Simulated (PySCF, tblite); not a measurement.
# C3H8S3Si+ (doublet): geometry, infrared bands and EPR parameters

Aim: predict the infrared bands and EPR parameters of C3H8S3Si+ (doublet) (`[SiH3][S+][C@@H]1CSCS1`).

Computed with tblite 0.8.0 and PySCF 2.14.0, with density-fitted response routines of our own, on a single molecule in the gas phase. Atoms count from 0, in the outputs and in this text.

## 1. The molecule as given

15 atoms, charge 1, multiplicity 2; geometry from: force field or distance geometry start.

Bonds of the start (Å): Si0–S1 2.17, S1–C2 1.80, C2–C3 1.48, C3–S4 1.80, S4–C5 1.82, C5–S6 1.83, S6–C2 1.84, Si0–H7 1.48, Si0–H8 1.46, Si0–H9 1.46, C2–H10 1.12, C3–H11 1.12, C3–H12 1.14, C5–H13 1.10, C5–H14 1.09.

## 2. Geometry optimisation with GFN2-xTB

The job: settings as JSON, then the geometry in Å.

```
{"job": {"kind": "relax", "xc": "GFN2-xTB", "basis": "xTB"}, "charge": 1, "multiplicity": 2}
Si     3.028700    -0.073300    -0.138900
S      1.344200     0.246500    -1.462700
C     -0.155200     0.341700    -0.474500
C     -0.598300    -0.960200     0.083700
S     -2.391200    -1.017100     0.210100
C     -2.868800     0.688200    -0.224900
S     -1.555500     1.011500    -1.460800
H      2.568000    -0.775900     1.079200
H      3.662800     1.208100     0.171800
H      3.985800    -0.942600    -0.825000
H     -0.056200     1.076200     0.360500
H     -0.224000    -1.812500    -0.534800
H     -0.219500    -1.067400     1.149700
H     -2.650300     1.300600     0.661200
H     -3.874800     0.784300    -0.627800
```

Command:

```sh
> OMP_NUM_THREADS=1 python probes_run.py task.json out
```

This one command runs all jobs of the session in turn.

Standard output:

```text
step      E/eV     max force
  0    -585.11043    1.792
  1    -585.30839    0.974
  2    -585.40676    0.792
  3    -585.45770    0.680
  4    -585.48983    0.369
  5    -585.50515    0.309
  6    -585.51697    0.245
  7    -585.52455    0.246
  8    -585.53110    0.186
  9    -585.53666    0.174
 10    -585.54092    0.162
 11    -585.54347    0.130
 12    -585.54539    0.118
 13    -585.54763    0.145
 14    -585.55047    0.151
 15    -585.55342    0.143
 16    -585.55570    0.098
 17    -585.55717    0.086
 18    -585.55836    0.087
 19    -585.55965    0.099
 20    -585.56084    0.084
 21    -585.56184    0.080
 22    -585.56281    0.078
 23    -585.56395    0.101
 24    -585.56534    0.107
 25    -585.56692    0.091
 26    -585.56850    0.088
 27    -585.56995    0.104
 28    -585.57127    0.101
 29    -585.57253    0.091
 30    -585.57381    0.107
 31    -585.57524    0.095
 32    -585.57693    0.128
 33    -585.57907    0.183
 34    -585.58176    0.199
 35    -585.58443    0.151
 36    -585.58642    0.089
 37    -585.58783    0.079
 38    -585.58906    0.094
 39    -585.59054    0.114
 40    -585.59219    0.142
 41    -585.59350    0.103
 42    -585.59469    0.081
 43    -585.59535    0.058
 44    -585.59624    0.082
 45    -585.59739    0.098
 46    -585.59893    0.117
 47    -585.60093    0.151
 48    -585.60362    0.190
 49    -585.60706    0.191
 50    -585.61129    0.154
 51    -585.61632    0.169
 52    -585.62242    0.173
 53    -585.63063    0.265
 54    -585.64201    0.425
 55    -585.63860    0.504
 56    -585.65377    0.455
 57    -585.66721    0.312
 58    -585.67503    0.176
 59    -585.68118    0.188
 60    -585.68579    0.187
 61    -585.69186    0.222
 62    -585.69864    0.182
 63    -585.70599    0.212
 64    -585.71437    0.216
 65    -585.72117    0.241
 66    -585.73010    0.240
 67    -585.73499    0.454
 68    -585.74874    0.237
 69    -585.75816    0.253
 70    -585.76933    0.276
 71    -585.77893    0.269
 72    -585.80067    0.349
 73    -585.82375    0.510
 74    -585.83696    0.515
 75    -585.84488    0.612
 76    -585.86766    0.309
 77    -585.87923    0.203
 78    -585.89520    0.241
 79    -585.90285    0.253
 80    -585.91266    0.247
 81    -585.92316    0.251
 82    -585.92763    0.190
 83    -585.93080    0.175
 84    -585.93335    0.103
 85    -585.93527    0.076
 86    -585.93624    0.095
 87    -585.93725    0.065
 88    -585.93813    0.063
 89    -585.93870    0.049
 90    -585.93916    0.054
 91    -585.93941    0.053
 92    -585.93958    0.032
 93    -585.93971    0.028
 94    -585.93986    0.027
 95    -585.94002    0.033
 96    -585.94014    0.022
 97    -585.94023    0.021
 98    -585.94030    0.019
 99    -585.94036    0.018
100    -585.94043    0.017
101    -585.94050    0.018
102    -585.94057    0.017
103    -585.94063    0.016
104    -585.94070    0.023
105    -585.94078    0.030
106    -585.94088    0.030
107    -585.94100    0.026
108    -585.94115    0.028
109    -585.94132    0.032
110    -585.94151    0.035
111    -585.94175    0.034
112    -585.94205    0.039
113    -585.94238    0.039
114    -585.94263    0.030
115    -585.94276    0.019
116    -585.94283    0.016
117    -585.94288    0.016
118    -585.94292    0.017
119    -585.94296    0.016
120    -585.94302    0.020
121    -585.94310    0.022
122    -585.94319    0.018
123    -585.94324    0.012
124    -585.94326    0.008
```

Wall time 1.1 s (1 thread of Arm Neoverse V2, shared host).

Relaxation path: (not every step is listed)

```tsv
step	energy from step 0 (eV)	largest force (eV/Å)
0	0.0000	1.7924
1	-0.1980	0.9736
2	-0.2963	0.7924
3	-0.3473	0.6796
4	-0.3794	0.3686
5	-0.3947	0.3094
6	-0.4065	0.2454
7	-0.4141	0.2460
8	-0.4207	0.1863
19	-0.4492	0.0994
30	-0.4634	0.1065
41	-0.4831	0.1030
52	-0.5120	0.1730
63	-0.5956	0.2115
74	-0.7265	0.5152
85	-0.8248	0.0757
96	-0.8297	0.0220
107	-0.8306	0.0258
118	-0.8325	0.0175
119	-0.8325	0.0158
120	-0.8326	0.0199
121	-0.8327	0.0220
122	-0.8328	0.0177
123	-0.8328	0.0116
124	-0.8328	0.0079
```

Close pairs (by a distance rule), those that changed most:

```tsv
bond	before (Å)	after (Å)	change (Å)
Si0–S1	2.166	2.229	+0.063
C3–H12	1.136	1.092	-0.044
S1–C2	1.798	1.828	+0.030
C3–H11	1.118	1.090	-0.028
C2–H10	1.116	1.089	-0.027
C5–S6	1.832	1.806	-0.026
C2–C3	1.484	1.509	+0.025
Si0–H7	1.480	1.458	-0.022
```

The end geometry stands in the next job.

## 3. Vibrational analysis with GFN2-xTB

The job: settings as JSON, then the geometry in Å.

```
{"job": {"kind": "ir", "xc": "GFN2-xTB", "basis": "xTB"}, "charge": 1, "multiplicity": 2}
Si     2.933254     0.329389    -0.743589
S      0.917651    -0.549624    -1.107880
C      0.015572    -0.174505     0.437725
C     -1.070483    -1.188233     0.704952
S     -2.346914    -1.009586    -0.575005
C     -2.268276     0.797051    -0.643859
S     -0.785344     1.449070     0.155080
H      3.319104    -0.354156     0.484792
H      2.628328     1.741457    -0.554405
H      3.594830    -0.055411    -1.973056
H      0.705310    -0.069583     1.274101
H     -0.689677    -2.207948     0.646189
H     -1.530790    -1.025399     1.682253
H     -3.133863     1.221591    -0.130233
H     -2.293115     1.103878    -1.690287
```

Standard output:

```text
mode    cm-1     km/mol
  1      36.2      2.91
  2      61.3      0.06
  3      78.3      6.62
  4      79.5      0.65
  5     125.5      0.90
  6     188.1     11.15
  7     272.6      4.10
  8     390.8      8.94
  9     412.5     96.93
 10     520.1     21.47
 11     537.6     36.86
 12     541.7     29.81
 13     619.0      2.90
 14     662.8     13.85
 15     688.5     24.64
 16     698.0    103.83
 17     731.0    122.99
 18     740.0     37.10
 19     745.6      5.07
 20     762.8    424.03
 21     764.8      4.20
 22     872.2      2.85
 23     987.3      1.13
 24    1017.8      2.33
 25    1073.8      1.59
 26    1101.3      3.19
 27    1129.4      3.68
 28    1148.0      1.69
 29    1206.7      0.89
 30    1353.9     38.95
 31    1394.8     22.88
 32    2330.3    132.42
 33    2339.1     94.41
 34    2419.5    101.10
 35    2954.4     24.92
 36    2964.0      4.56
 37    2977.0      0.14
 38    2980.3     25.88
 39    3007.3      9.85
```

Run time: 0.68 s. Hardware: 1 thread of Arm Neoverse V2, shared host.

Which atoms move in the most intense modes:

```tsv
cm⁻¹	km/mol	atoms
412	96.9	S1 44 %, Si0 40 %
698	103.8	H9 58 %, H7 23 %, H8 15 %
731	123.0	H8 34 %, H7 26 %, C3 13 %
763	424.0	H7 35 %, H8 33 %, H9 24 %
1354	39.0	H14 48 %, H13 46 %
2330	132.4	H7 94 %
2339	94.4	H8 95 %
2420	101.1	H9 96 %
```

## 4. EPR parameters: B3LYP/pcH-1

The job, as its differences from that of step 3:

```diff
@@ -1,2 +1,2 @@
-{"job": {"kind": "ir", "xc": "GFN2-xTB", "basis": "xTB"}, "charge": 1, "multiplicity": 2}
+{"job": {"kind": "epr", "basis": "pcH-1"}, "charge": 1, "multiplicity": 2}
 Si     2.933254     0.329389    -0.743589
```

With the program's defaults for keys left out, this is: UKS B3LYP, pcH-1 on C H S Si, non-relativistic, mean-field spin-orbit, GIAO.

Standard output:

```text
UKS, coarse grid
  cycle   1  E = -1602.92071397  |g| = 2.90e-01
  cycle   2  E = -1602.88654047  |g| = 3.33e-01
  cycle   3  E = -1602.93311030  |g| = 1.61e-01
  cycle   4  E = -1602.94774980  |g| = 4.85e-02
  cycle   5  E = -1602.94890465  |g| = 2.01e-02
  cycle   6  E = -1602.94909579  |g| = 7.18e-03
  cycle   7  E = -1602.94912709  |g| = 4.86e-03
  cycle   8  E = -1602.94914141  |g| = 1.72e-03
  cycle   9  E = -1602.94914264  |g| = 1.09e-03
  cycle  10  E = -1602.94914216  |g| = 2.87e-04
UKS, final grid
  cycle   1  E = -1602.94918932  |g| = 4.96e-04
  cycle   2  E = -1602.94918852  |g| = 1.22e-03
  cycle   3  E = -1602.94918949  |g| = 9.37e-05
  cycle   4  E = -1602.94918949  |g| = 5.16e-05
  cycle   5  E = -1602.94918950  |g| = 3.55e-05
  cycle   6  E = -1602.94918950  |g| = 1.35e-05
E = -1602.94918950 Eh   <S^2> = 0.7533 (exact 0.7500)
g shifts (ppm)      1          2          3
  rmc          -252       -252       -252
  gc             31         13         27
  oz_so        4209      11795      20128
  total        3990      11559      19907
hyperfine (MHz)  atom isotope    a_iso     a_fc   dipolar eigenvalues
    0  29Si       8.39       8.48     -0.66     -0.44      1.10
    1   33S      21.25      20.63    -41.99    -39.85     81.83
    2   13C      -7.67      -7.81     -1.09     -0.47      1.56
    3   13C      -5.55      -5.61     -1.91     -0.86      2.77
    4   33S       8.75       8.66    -20.94    -20.08     41.02
    5   13C     -14.09     -14.39     -3.12     -2.54      5.66
    6   33S      13.20      12.89    -40.34    -39.02     79.36
    7    1H      21.94      21.94     -1.34     -0.80      2.14
    8    1H      17.45      17.45     -1.78     -0.81      2.59
    9    1H      -0.43      -0.44     -1.41     -1.22      2.63
   10    1H      -1.87      -1.91     -2.87      0.51      2.36
   11    1H      11.95      11.91     -2.31     -0.19      2.51
   12    1H      37.87      37.87     -1.61     -1.41      3.03
   13    1H     101.97     101.97     -3.85     -1.79      5.63
   14    1H      68.17      68.14     -2.60     -1.42      4.02
```

It took 2.6 min on 1 thread of Arm Neoverse V2, shared host; peak memory 1.1 GiB.

Principal g values 2.00631, 2.01388, 2.02223; g(iso) = 2.01414, against 2.00232 for a free electron.

Hyperfine couplings; where a row names several nuclei, a(iso) is their mean (it holds for fast rotation or exchange) and the dipolar term the largest among them:

```tsv
nuclei	isotope	a(iso) (MHz)	a(iso) (G, at g = 2.0023)	largest dipolar term (MHz)
H13	1H	102.0	36.4	5.6
H14	1H	68.2	24.3	4.0
H12	1H	37.9	13.5	3.0
S1	33S	21.3	7.6	81.8
C5	13C	-14.1	-5.0	5.7
S6	33S	13.2	4.7	79.4
H7, H8, H9	1H	13.0	4.6	2.6
H11	1H	11.9	4.3	2.5
S4	33S	8.8	3.1	41.0
Si0	29Si	8.4	3.0	1.1
C2	13C	-7.7	-2.7	1.6
C3	13C	-5.5	-2.0	2.8
H10	1H	-1.9	-0.7	-2.9
```

Mulliken spin populations:

Si0 -0.01; S1 0.40; C2 -0.03; C3 -0.01; S4 0.21; C5 -0.03; S6 0.37; H7 0.01; H8 0.01; H9 0.00; H10 0.00; H11 0.00; H12 0.01; H13 0.03; H14 0.03

In first order the couplings over 0.8 MHz of 1H give 128 distinct lines over 93.1 G, if the averaged nuclei exchange fast; the same motion can average rows kept apart here too.

The fields below are evaluated on a grid from the run's orbitals.

ELF in a plane through or near 4 of the atoms.

Values, 10 rows by 14 columns:
```
0.00 0.00 0.00 0.00 0.00 0.00 0.00 0.00 0.00 0.00 0.00 0.00 0.00 0.00
0.00 0.00 0.00 0.00 0.00 0.00 0.00 0.00 0.00 0.00 0.00 0.00 0.00 0.00
0.00 0.00 0.00 0.01 0.00 0.00 0.01 0.00 0.20 0.98 0.30 0.00 0.00 0.00
0.00 0.04 0.89 0.87 0.08 0.27 0.64 0.03 0.18 0.95 0.28 0.01 0.00 0.00
0.00 0.37 1.00 1.00 0.36 0.79 0.89 0.31 0.09 0.45 0.18 0.03 0.00 0.00
0.00 0.05 0.74 0.81 0.31 0.47 0.35 0.22 0.54 0.74 0.71 0.63 0.02 0.00
0.00 0.00 0.02 0.08 0.05 0.74 0.69 0.07 0.40 0.60 0.90 0.64 0.01 0.00
0.00 0.00 0.00 0.01 0.00 0.06 0.01 0.96 0.99 0.05 0.08 0.03 0.00 0.00
0.00 0.00 0.00 0.00 0.00 0.00 0.00 0.59 0.73 0.01 0.00 0.00 0.00 0.00
0.00 0.00 0.00 0.00 0.00 0.00 0.00 0.00 0.00 0.00 0.00 0.00 0.00 0.00
```
The map spans 12.7 Å across and 9.5 Å up, centred on the molecule. Atoms in the plane (x, y in Å): S1 (-1.0, 0.1), S4 (2.3, -0.3), H9 (-3.8, 0.8), H11 (0.8, -2.1).

On the surface of density 0.002 e/bohr³ the electrostatic potential runs, from the 1st to the 99th percentile, from 3.06 V near S4 to 5.56 V near H10.

The spin density lies nearest to S1, S6 about 33 % each; S4 17 %.

## 5. Outcome

```
                                 quantity                 value
strongest single infrared mode (GFN2-xTB)  763 cm⁻¹, 424 km/mol
             zero-point energy (GFN2-xTB)         61.3 kcal/mol
                           g(iso) (B3LYP)               2.01414
                                     ⟨S²⟩    0.753 (exact 0.75)
       largest a(iso) (averaged by class)  1H on H13, 102.0 MHz
```

Relaxing lowered the energy by 0.833 eV in 124 steps; the close pair that moved most is Si0–S1, from 2.166 to 2.229 Å. No mode is imaginary among the 39: a minimum at this level. Unscaled tight-binding wavenumbers are off by several per cent, some by more. Its intensities can rank the bands wrongly. The largest spin populations lie on S1 (0.40 e), S6 (0.37 e). The isotropic g lies 11.8 ppt above the free-electron value. These values are for one conformer; the search (at its own cheap level) found 2 more, at 0.00, 0.25 kcal/mol (those within 0.05 may be mirror or relabelled copies), and measured spectra average over such forms.
